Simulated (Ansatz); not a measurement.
# C₅H₄F₆O₂Ti: a ladder of functionals and wavefunction methods

An exercise on one series of results from a longer session: the logs are not shown, and one member is left open.

Method: functionals in def2-TZVPP, the program's frozen cores in correlated methods; program: Ansatz 0.2.0, Gaussian basis.

Levels to be run: LDA (SPW92), PBE-D4, revPBE-D4, BLYP-D4, r2SCAN-D4, B97M-V, PBE0-D4, B3LYP-D4, r2SCANh-D4, r2SCAN0-D4, HSE06-D4, BHLYP-D4, CAM-B3LYP-D4, LC-ωPBE, ωB97X-V, ωB97M-V, B2PLYP, PBE-QIDH; CCSD(T)/def2-SVP; CCSD(T)/def2-TZVPP; MP2/def2-QZVPP; extrapolation to the limit; RPA on PBE.

### The relaxed structure

All runs share one geometry, relaxed beforehand with PBE0-D4 in a triple-zeta def2 set.

SMILES `CC1=CC(C(F)(F)F)=[O+][Ti-]([F])([F])([F])[O]1`, 18 atoms, charge 0, spin multiplicity 1.

Atoms are counted from 1 here; the program's logs count them from 0.

Bond lengths: C1–C2 1.490 Å, C1–H15 1.088 Å, C1–H16 1.093 Å, C1–H17 1.092 Å, C2–C3 1.414 Å, C2–O14 1.253 Å, C3–C4 1.366 Å, C3–H18 1.078 Å, C4–C5 1.531 Å, C4–O9 1.276 Å, C5–F6 1.330 Å, C5–F7 1.330 Å, C5–F8 1.333 Å, O9–Ti10 1.952 Å, Ti10–F11 1.749 Å, Ti10–F12 1.757 Å, Ti10–F13 1.749 Å, Ti10–O14 2.049 Å. Angles: C2–C1–H15 112.4°, C2–C1–H16 108.6°, C2–C1–H17 109.1°, H15–C1–H16 109.4°, H15–C1–H17 110.2°, H16–C1–H17 107.0°, C1–C2–C3 120.7°, C1–C2–O14 117.4°, C3–C2–O14 121.9°, C2–C3–C4 119.7°, C2–C3–H18 120.3°, C4–C3–H18 120.0°, C3–C4–C5 120.4°, C3–C4–O9 127.0°, C5–C4–O9 112.6°, C4–C5–F6 110.0°, C4–C5–F7 110.1°, C4–C5–F8 111.9° and more.

As a file:

```
C    -1.3566   -1.1493    2.1284
C    -0.4938   -0.6266    1.0323
C    -1.0047    0.2929    0.0865
C    -0.1911    0.7676   -0.9033
C    -0.7258    1.7652   -1.9340
F    -0.0307    2.8974   -1.8756
F    -0.6094    1.2625   -3.1594
F    -2.0099    2.0557   -1.7250
O     1.0352    0.4726   -1.0963
Ti    2.3224   -0.6916   -0.2035
F     2.3566   -2.4134   -0.5069
F     3.4845   -0.1735   -1.4150
F     3.1721   -0.1728    1.2342
O     0.6923   -1.0273    0.9914
H    -2.3918   -0.8287    2.0305
H    -0.9562   -0.7990    3.0837
H    -1.2997   -2.2395    2.1395
H    -2.0307    0.6192    0.1445
```

The first run:

File in.yaml:

```yaml
crystal:
  periodic: [false, false, false]
  atoms:
    - {symbol: C, position_ang: [-1.356580, -1.149304, 2.128386]}
    - {symbol: C, position_ang: [-0.493820, -0.626561, 1.032256]}
    - {symbol: C, position_ang: [-1.004684, 0.292854, 0.086487]}
    - {symbol: C, position_ang: [-0.191094, 0.767624, -0.903350]}
    - {symbol: C, position_ang: [-0.725831, 1.765176, -1.934033]}
    - {symbol: F, position_ang: [-0.030699, 2.897401, -1.875606]}
    - {symbol: F, position_ang: [-0.609437, 1.262522, -3.159392]}
    - {symbol: F, position_ang: [-2.009948, 2.055704, -1.724955]}
    - {symbol: O, position_ang: [1.035150, 0.472616, -1.096334]}
    - {symbol: Ti, position_ang: [2.322426, -0.691606, -0.203455]}
    - {symbol: F, position_ang: [2.356631, -2.413438, -0.506928]}
    - {symbol: F, position_ang: [3.484509, -0.173542, -1.414980]}
    - {symbol: F, position_ang: [3.172122, -0.172765, 1.234167]}
    - {symbol: O, position_ang: [0.692252, -1.027318, 0.991394]}
    - {symbol: H, position_ang: [-2.391776, -0.828725, 2.030499]}
    - {symbol: H, position_ang: [-0.956229, -0.799011, 3.083705]}
    - {symbol: H, position_ang: [-1.299707, -2.239538, 2.139458]}
    - {symbol: H, position_ang: [-2.030683, 0.619210, 0.144484]}
basis:
  gaussian: {orbitals: def2-TZVPP}
hamiltonian: {xc: lda}
output: {orbitals: {seedname: orbitals}}
```

Launch:

```sh
ansatz run in.yaml --threads 11 --pin off --events-out ev --progress --plain --max-ram 120832MiB --backend cuda --devices 0, --max-vram 75GiB
```

Among the steps run: LDA; PBE-D4 (GGA); revPBE-D4 (GGA); BLYP-D4 (GGA); r2SCAN-D4 (meta-GGA); B97M-V (meta-GGA); B3LYP-D4 (hybrid); r2SCANh-D4 (hybrid); r2SCAN0-D4 (hybrid); HSE06-D4 (hybrid); BHLYP-D4 (hybrid); CAM-B3LYP-D4 (range-separated); LC-ωPBE (range-separated); ωB97X-V (range-separated); ωB97M-V (range-separated); B2PLYP (double hybrid); PBE-QIDH (double hybrid).

One of the session's tables, all rows but one given; the rest of the session is left out.

It belongs to the step «Frontier levels by functional». 

```
  functional  HOMO (eV)  LUMO (eV)  gap (eV)
 LDA (SPW92)      -7.60      -4.20      3.39
      PBE-D4      -7.32      -3.89      3.43
   revPBE-D4          ?          ?         ?
     BLYP-D4      -7.20      -3.79      3.41
   r2SCAN-D4      -7.59      -3.84      3.76
      B97M-V      -7.59      -3.76      3.83
     PBE0-D4      -8.51      -3.11      5.40
    B3LYP-D4      -8.31      -3.33      4.98
  r2SCANh-D4      -8.03      -3.54      4.50
  r2SCAN0-D4      -8.70      -3.08      5.63
    HSE06-D4      -8.11      -3.49      4.62
    BHLYP-D4      -9.59      -2.16      7.43
CAM-B3LYP-D4      -9.80      -2.05      7.75
     LC-ωPBE     -11.01      -0.91     10.10
     ωB97X-V     -10.69      -0.93      9.76
     ωB97M-V     -10.62      -0.98      9.64
```

Q: Estimate the row for revPBE-D4 from the others.

**Answer.** HOMO (eV): -7.22; LUMO (eV): -3.78; gap (eV): 3.44. In the column «HOMO (eV)» it lies between PBE-D4 (-7.32) and BLYP-D4 (-7.20).
